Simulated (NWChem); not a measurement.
# Plane-wave run on NaCl (rocksalt type)

```
NaCl
1.0
    0.00000     2.81966     2.81966
    2.81966     0.00000     2.81966
    2.81966     2.81966     0.00000
Cl Na
1 1
Cartesian
  0.00000   0.00000   0.00000
  2.81966   2.81966   2.81966
```

All runs are NWChem calculations. Origin of the cell: lattice set by a structure generator, not relaxed at this level; this structure type may not be the compound's usual one.

Norm-conserving pseudopotentials with valence charges Cl 7, Na 1, fixed occupations, no spin-orbit coupling, density cut at twice the wavefunction cutoff.

The program generates the PBEsol runs' potentials with LDA.

Level: PBEsol, Troullier-Martins, cutoff 30 Ha, density from a 4×4×4 mesh. Bands run along Γ–X–U|K–Γ–L–W–X with k in units of the cell's reciprocal vectors.

### Question
What gap does the band structure show, and how wide is the group of occupied bands?

### Answer
It shows a direct gap along this path of 4.97 eV at Γ. The 4 occupied bands reach 12.6 eV below the valence-band top.
